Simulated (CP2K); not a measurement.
Runs of CP2K 2026.2 on GeCN2. The structure is trigonal, space group R-3m (No. 166). Conventional cell: a = 3.588 Å, b = 3.588 Å, c = 14.766 Å, α = 90.00°, β = 90.00°, γ = 120.00°. Ge (site symmetry -3m) has 6 N at 2.40 Å as nearest neighbours. Around N (site symmetry 3m) lie 1 C at 1.24 Å. Around C (site symmetry -3m) lie 2 N at 1.24 Å. The cell comes from a database or a generator and needn't be the stable form of this composition.

```tsv
level	potentials or basis	smearing	EPS_DEFAULT	NGRIDS	points a segment of the path (NPOINTS)	bands added on the path	CUTOFF of the grids	gap on the mesh (eV)	pressure (GPa)	largest force (eV/Å)
PBE	POTENTIAL_UZH Ge GTH-PBE-q4, N GTH-PBE-q5, C GTH-PBE-q4; TZVP-MOLOPT-PBE-GTH basis	fermi-dirac 0.05 eV	1.0E-9	4	6	4	450 Ry	1.14	0.9	0.25
TB-mBJ	POTENTIAL_UZH Ge GTH-PBE-q4, N GTH-PBE-q5, C GTH-PBE-q4; TZVP-MOLOPT-PBE-GTH basis	fermi-dirac 0.1 eV	1.0E-9	4	6	4	675 Ry	1.09	-	-
PBEsol	POTENTIAL_UZH Ge GTH-PBE-q4, N GTH-PBE-q5, C GTH-PBE-q4; TZVP-MOLOPT-PBE-GTH basis	fermi-dirac 0.01 eV	1.0E-9	4	6	2	450 Ry	0.99	-0.7	(b)
r2SCAN	POTENTIAL_UZH Ge GTH-SCAN-q4, N GTH-SCAN-q5, C GTH-SCAN-q4; TZVP-MOLOPT-SCAN-GTH basis	fermi-dirac 0.01 eV	1.0E-10	5	10	2	675 Ry	(d)	(c)	0.26
LDA	GTH_POTENTIALS Ge GTH-PADE-q4, N GTH-PADE-q5, C GTH-PADE-q4; TZVP-MOLOPT-PBE-GTH basis	fermi-dirac 0.05 eV	1.0E-9	4	10	4	450 Ry	0.99	(a)	0.10
```

Alike in all rows: task band structure; no spin polarisation; cell as given; k mesh 9 × 9 × 9.

Task: Fill in the values left out.

Result: (a) -6.1; (b) 0.52; (c) -4.0; (d) 1.27.

Caveats: the basis of atomic orbitals isn't converged, which shifts pressures, moduli and gaps; the potentials were made for another functional, which shifts forces and pressure (some runs); this is a model potential without an energy functional, so only levels have meaning (some runs).

A k mesh can miss the band edges, and the runs leave out spin-orbit coupling on Ge.

Not every run made on this cell is shown here.
